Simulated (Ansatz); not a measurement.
## Na₃In, space group Fm-3m: a comparison of functionals at one structure, step by step

Program: the Python package of Ansatz (0.2.0).

Contents of `na3in.cif`:
```cif
data_Na3In
_cell_length_a 5.501940
_cell_length_b 5.501940
_cell_length_c 5.501940
_cell_angle_alpha 60.00000
_cell_angle_beta 60.00000
_cell_angle_gamma 60.00000
_symmetry_space_group_name_H-M 'P 1'
_symmetry_Int_Tables_number 1
loop_
_symmetry_equiv_pos_as_xyz
'x, y, z'
loop_
_atom_site_label
_atom_site_type_symbol
_atom_site_fract_x
_atom_site_fract_y
_atom_site_fract_z
Na1 Na    0.250000    0.250000    0.250000
Na2 Na    0.750000    0.750000    0.750000
Na3 Na    0.500000    0.500000    0.500000
In4 In    0.000000    0.000000    0.000000
```

Run as a notebook:

```python
import ansatz
from ase.io import read
from tabulate import tabulate
```

```python
atoms = read("na3in.cif")
na3in = ansatz.Crystal.from_ase(atoms)

base = (
    na3in.calculation()
    .basis(300)
    .scf(max_iterations=80)
    .occupations(ansatz.OccupationsMethod.COLD)
    .kpoints(mesh=(4, 4, 4), shift=0.5)
    .mixing("msr1", ndim=12, beta=0.4)
    .forces()
    .stress()
)
```

```python
rows = []
for value in ["blyp", "pbesol", "lda"]:
    rep = base.functional(value).run(threads=1, backend="cpu").report
    rows.append((value, rep["free_energy_ev"] / len(rep["lattice"]["sites"]), rep["n_iterations"], sum(rep["stress_gpa"][i][i] for i in range(3)) / 3, max(abs(f) for row in rep["forces_ev_ang"] for f in row), rep["n_kpoints"]))
```

    DeckWarning: basis.ecutwfc = 300 eV is below the records' recommended 420 eV, and the density's cutoff is lower with it unless basis.ecutrho_ratio is high enough to keep the records' density cutoff: compare with a run at a higher cutoff
    DeckWarning: crystal.symmetry: narrowed to the stabiliser of the k-point mesh — unitary ops 48 → 12; excluded 36 operations that carry a point of the 4×4×4 mesh (shift [0.5, 0.5, 0.5]) off the mesh (the run samples exactly the mesh kpoints.mp_grid names, as under crystal.symmetry.detect: false, and its converged state [...]

```python
print(tabulate(rows, headers=["functional", "F/atom (eV)", "iterations", "P (GPa)", "max component (eV/A)", "k-points"], floatfmt=".4f", tablefmt="plain"))
```

    functional      F/atom (eV)    iterations    P (GPa)    max component (eV/A)    k-points
    blyp             -2520.5373             6     0.7020                  0.0423          10
    pbesol           -2488.2404             8    -0.2958                  0.0391          10
    lda              -2464.2406             7    -1.3420                  0.0409          10

Notes:
- The cutoff lies under the one recommended for these potentials.
- Under the recommended cutoff a pressure can be off by several GPa, even in sign.
- BLYP can be off by several per cent in the lattices of metals, and by several GPa in the pressure at a fixed cell.
- The mesh is modest for a metal, so energies can be off by several to tens of meV an atom and pressures by half a GPa or more; differences at equal mesh fare better.
- Pressure is positive in compression.
- The structure comes from a database of computed cells and needn't be a stable or known phase.
- Warnings are shown shortened and without file and line.
- Total energies of different functionals can't be compared; pressures, moments and gaps at this one structure can.
- Hardware and time: 4.9 s on 1 thread of Arm Neoverse V1, with other jobs on the host, peak memory 0.43 GiB.

(Lines on the test bed's own set-up are left out of the output.)
